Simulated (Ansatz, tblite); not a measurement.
# Ta₂H₄O₇: rung by rung

The task here is to estimate one member of a computed series from the others.

Method: as each input shows; program: Ansatz 0.2.0, Gaussian basis.

Levels to be run: GFN1-xTB, GFN2-xTB, PBE-D4/def2-TZVP, r2SCAN-D4/def2-TZVP, LC-ωPBE/def2-TZVP, B2PLYP/def2-TZVP, BLYP-D4/def2-TZVP, PBE-D4/def2-SVP, PBE0-D4/def2-SVP, PBE0-D4/def2-TZVPD, PBE-D4/def2-TZVPD, LC-ωPBE/def2-TZVPD, MP2/def2-TZVP, RPA/def2-TZVP.

2 further runs of the same task are left out: 2 set aside as unsound or not needed.

### The geometry

The singlet was relaxed beforehand with PBE-D4/def2-SVP.

13 atoms, charge 0, spin multiplicity 1.

Bond lengths: O1–Ta2 1.743 Å, Ta2–O3 1.922 Å, Ta2–O4 1.921 Å, Ta2–O5 1.936 Å, O3–H10 0.972 Å, O4–H11 0.973 Å, O5–Ta6 1.936 Å, Ta6–O7 1.743 Å, Ta6–O8 1.921 Å, Ta6–O9 1.922 Å, O8–H12 0.973 Å, O9–H13 0.972 Å. Angles: O1–Ta2–O3 108.2°, O1–Ta2–O4 108.2°, O1–Ta2–O5 107.6°, O3–Ta2–O4 110.3°, O3–Ta2–O5 110.9°, O4–Ta2–O5 111.5°, Ta2–O3–H10 129.9°, Ta2–O4–H11 129.9°, Ta2–O5–Ta6 161.7°, O5–Ta6–O7 107.6°, O5–Ta6–O8 111.5°, O5–Ta6–O9 110.9°, O7–Ta6–O8 108.3°, O7–Ta6–O9 108.2°, O8–Ta6–O9 110.3°, Ta6–O8–H12 130.1°, Ta6–O9–H13 130.0°.

Coordinates:

```mol
H4O7Ta2
  3D, bonds by distance, orders not assigned

 13 12  0  0  0  0  0  0  0  0999 V2000
    0.3661    2.4387    1.3765 O   0  0
    1.0571    0.8387    1.3533 Ta  0  0
    2.9466    1.0057    1.0467 O   0  0
    0.7294    0.0178    3.0587 O   0  0
    0.2088   -0.1448   -0.0819 O   0  0
   -1.1216   -0.7962   -1.3276 Ta  0  0
   -2.6394   -0.8883   -0.4761 O   0  0
   -1.3371    0.3996   -2.8150 O   0  0
   -0.6743   -2.5587   -1.9493 O   0  0
    3.4876    1.8020    0.9086 H   0  0
    0.2275    0.3481    3.8234 H   0  0
   -2.1024    0.9375   -3.0808 H   0  0
   -1.1483   -3.4000   -1.8364 H   0  0
  1  2  8  0
  2  3  8  0
  2  4  8  0
  2  5  8  0
  3 10  8  0
  4 11  8  0
  5  6  8  0
  6  7  8  0
  6  8  8  0
  6  9  8  0
  8 12  8  0
  9 13  8  0
M  END
```

Ta takes a core potential in the def2 sets. No spin-orbit coupling is included.

PBE0-D4/def2-TZVP was run before; its log isn't repeated, and its numbers join the tables.

The first run:

Tight binding, by tblite at 300 K electronic temperature and without a spin-polarisation term:

```python
tblite.interface.Calculator('GFN1-xTB', numbers, positions, charge=0, uhf=0).singlepoint()
```

Tight binding, by tblite at 300 K electronic temperature and without a spin-polarisation term:

```python
tblite.interface.Calculator('GFN2-xTB', numbers, positions, charge=0, uhf=0).singlepoint()
```

start.molden holds the orbitals of an earlier run on this state, given as this run's starting guess.

in.yaml reads:

```yaml
crystal:
  periodic: [false, false, false]
  atoms:
    - {symbol: O, position_ang: [0.366076, 2.438651, 1.376498]}
    - {symbol: Ta, position_ang: [1.057078, 0.838713, 1.353314]}
    - {symbol: O, position_ang: [2.946650, 1.005715, 1.046671]}
    - {symbol: O, position_ang: [0.729350, 0.017805, 3.058667]}
    - {symbol: O, position_ang: [0.208848, -0.144762, -0.081878]}
    - {symbol: Ta, position_ang: [-1.121645, -0.796193, -1.327613]}
    - {symbol: O, position_ang: [-2.639355, -0.888279, -0.476082]}
    - {symbol: O, position_ang: [-1.337107, 0.399566, -2.814993]}
    - {symbol: O, position_ang: [-0.674287, -2.558720, -1.949338]}
    - {symbol: H, position_ang: [3.487635, 1.801956, 0.908564]}
    - {symbol: H, position_ang: [0.227505, 0.348063, 3.823425]}
    - {symbol: H, position_ang: [-2.102436, 0.937497, -3.080844]}
    - {symbol: H, position_ang: [-1.148312, -3.400023, -1.836402]}
basis:
  gaussian: {orbitals: def2-TZVP, initial_orbitals: start.molden}
hamiltonian: {xc: pbe, dispersion: d4}
scf: {omitted_lower_state_checks: [starts]}
output: {orbitals: {seedname: orbitals}}
```

The run is started by

```bash
$ ansatz run in.yaml --threads 4 --pin off --events-out ev --progress --plain --max-ram 8704MiB
```

Among the steps run: PBE-D4/def2-TZVP; r2SCAN-D4/def2-TZVP; LC-ωPBE/def2-TZVP; B2PLYP/def2-TZVP; BLYP-D4/def2-TZVP; PBE-D4/def2-SVP; PBE0-D4/def2-SVP; PBE0-D4/def2-TZVPD; PBE-D4/def2-TZVPD; LC-ωPBE/def2-TZVPD; MP2/def2-TZVP; RPA/def2-TZVP.

One of the session's tables, all rows but one given; the rest of the session is left out.

It belongs to the step «Binding energy». 

```
              level  binding an atom (eV)
       HF/def2-TZVP                 3.308
    PBE-D4/def2-SVP                 5.354
   PBE-D4/def2-TZVP                 5.329
  PBE-D4/def2-TZVPD                     ?
  BLYP-D4/def2-TZVP                 5.220
r2SCAN-D4/def2-TZVP                 5.179
   PBE0-D4/def2-SVP                 5.043
  PBE0-D4/def2-TZVP                 5.048
 PBE0-D4/def2-TZVPD                 5.053
  LC-ωPBE/def2-TZVP                 5.110
 LC-ωPBE/def2-TZVPD                 5.115
      MP2/def2-TZVP                 5.300
```

Estimate the missing values for PBE-D4/def2-TZVPD.

The run gave: binding an atom (eV): 5.331. In the column «binding an atom (eV)» it lies between PBE-D4/def2-TZVP (5.329) and PBE-D4/def2-SVP (5.354).

To keep in mind: Free atoms were run apart at each level; binding is atoms less cluster, divided by the number of atoms, without zero-point or spin-orbit terms.
